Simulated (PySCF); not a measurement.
# B2H6S2 ((H2B-mu-SH)2): the cost of one run

The runs use PySCF 2.14.0, with density-fitted response routines of our own; the level of theory stands in each step. All values are computed, except where a source is named. Atoms count from 0, in the outputs and in this text.

## 1. Starting geometry

10 atoms, charge 0, multiplicity 1; geometry from: GFN2-xTB. The atoms were then displaced at random by about 0.03 Å, so the start is not that level's minimum.

Bonds of the start (Å): B0–H1 1.15, B0–H2 1.11, B0–S3 2.01, B0–S7 1.90, S3–B4 2.05, S3–H8 1.26, B4–H5 1.15, B4–H6 1.19, B4–S7 1.98, S7–H9 1.30.

## 2. Relaxing the molecule at PBE0-D3(BJ)/def2-SVP

The job: settings as JSON, then the geometry in Å.

```
{"job": {"xc": "PBE0", "basis": "def2-SVP", "d3": "d3bj", "grid": 1, "maxiter": 40, "shake": 0.03, "kind": "geom"}, "charge": 0, "multiplicity": 1}
B      1.306170     0.011920     0.403470
H      1.510150     0.303010     1.501790
H      2.057820    -0.068410    -0.405130
S      0.083350     1.473480    -0.226950
B     -1.300790     0.011930     0.170960
H     -2.047000    -0.139280    -0.694530
H     -1.715900     0.238030     1.266650
S      0.050560    -1.419020     0.357090
H      0.080970     1.252610    -1.471610
H      0.099320    -1.741020    -0.897320
```

On the command line:

```
$ OMP_NUM_THREADS=1 python probes_run.py task.json out
```

One launch serves the whole session: the jobs run in the order shown.

Q: Estimate the wall time and peak memory of this first job on 1 thread of Arm Neoverse V1, shared host.

About 25 s, with a peak of 0.36 GiB.
